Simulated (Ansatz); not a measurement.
**H6OSSi2: a ladder of functionals and wavefunction methods**

One table from this session's results is given with a row withheld; the runs are named, their logs left out.

Computed with Ansatz 0.2.0, Gaussian basis. Level: functionals in def2-TZVPP, the program's frozen cores in correlated methods.

Plan: LDA (SPW92), PBE-D4, revPBE-D4, BLYP-D4, r2SCAN-D4, B97M-V, PBE0-D4, B3LYP-D4, r2SCANh-D4, r2SCAN0-D4, HSE06-D4, BHLYP-D4, CAM-B3LYP-D4, LC-ωPBE, ωB97X-V, ωB97M-V, B2PLYP, PBE-QIDH; CCSD(T)/def2-SVP; CCSD(T)/def2-TZVPP; MP2/def2-QZVPP; extrapolation to the limit; RPA on PBE.

**Structure used throughout**

All runs share one geometry, relaxed beforehand with PBE0-D4 in a triple-zeta def2 set.

10 atoms, charge 0, spin multiplicity 1.

Atoms are counted from 1 here; the program's logs count them from 0.

Bond lengths: Si1–O2 1.643 Å, Si1–H5 1.482 Å, Si1–H6 1.485 Å, Si1–H7 1.485 Å, O2–Si3 1.631 Å, Si3–S4 2.132 Å, Si3–H8 1.481 Å, Si3–H9 1.479 Å, S4–H10 1.344 Å. Angles: O2–Si1–H5 107.4°, O2–Si1–H6 110.2°, O2–Si1–H7 110.5°, H5–Si1–H6 109.7°, H5–Si1–H7 109.7°, H6–Si1–H7 109.3°, Si1–O2–Si3 140.8°, O2–Si3–S4 112.7°, O2–Si3–H8 110.5°, O2–Si3–H9 107.1°, S4–Si3–H8 104.2°, S4–Si3–H9 110.6°, H8–Si3–H9 111.8°, Si3–S4–H10 94.5°.

Set-up of the first run:

The input, in.yaml:

```yaml
crystal:
  periodic: [false, false, false]
  atoms:
    - {symbol: Si, position_ang: [0.433215, 1.658509, 0.282833]}
    - {symbol: O, position_ang: [-0.422011, 0.504451, -0.514402]}
    - {symbol: Si, position_ang: [-0.866324, -1.059215, -0.380671]}
    - {symbol: S, position_ang: [0.552218, -2.227611, 0.700097]}
    - {symbol: H, position_ang: [0.166684, 2.952311, -0.389677]}
    - {symbol: H, position_ang: [1.884897, 1.352998, 0.221810]}
    - {symbol: H, position_ang: [0.006570, 1.734176, 1.703709]}
    - {symbol: H, position_ang: [-2.113451, -1.177946, 0.410013]}
    - {symbol: H, position_ang: [-1.033944, -1.583426, -1.753910]}
    - {symbol: H, position_ang: [1.475047, -2.205447, -0.277000]}
basis:
  gaussian: {orbitals: def2-TZVPP}
hamiltonian: {xc: lda}
output: {orbitals: {seedname: orbitals}}
```

Run with:

```
$ ansatz run in.yaml --threads 2 --pin off --events-out ev --progress --plain --max-ram 4352MiB
```

Steps of the session up to this table: LDA; PBE-D4 (GGA); revPBE-D4 (GGA); BLYP-D4 (GGA); r2SCAN-D4 (meta-GGA); B97M-V (meta-GGA); PBE0-D4 (hybrid); B3LYP-D4 (hybrid); r2SCANh-D4 (hybrid); r2SCAN0-D4 (hybrid); HSE06-D4 (hybrid); BHLYP-D4 (hybrid); CAM-B3LYP-D4 (range-separated); LC-ωPBE (range-separated); ωB97X-V (range-separated); ωB97M-V (range-separated); B2PLYP (double hybrid); PBE-QIDH (double hybrid).

One table of the session follows, with a row left open; its other results are not shown here.

It belongs to the step «Frontier levels by functional». 

```
  functional  HOMO (eV)  gap (eV)
 LDA (SPW92)      -6.68      5.48
      PBE-D4      -6.55      5.62
   revPBE-D4          ?         ?
     BLYP-D4      -6.37      5.58
   r2SCAN-D4      -6.85      6.32
      B97M-V      -6.98      6.19
     PBE0-D4      -7.79      7.71
    B3LYP-D4      -7.52      7.24
  r2SCANh-D4      -7.30      7.05
  r2SCAN0-D4      -7.98      8.15
    HSE06-D4      -7.38      6.94
    BHLYP-D4      -8.86      9.65
CAM-B3LYP-D4      -9.10     10.01
     LC-ωPBE     -10.54     12.63
     ωB97X-V     -10.17     12.09
     ωB97M-V     -10.01     11.61
```

Estimate the missing values for revPBE-D4.

As computed: HOMO (eV): -6.50; gap (eV): 5.69. In the column «HOMO (eV)» it lies between PBE-D4 (-6.55) and BLYP-D4 (-6.37).
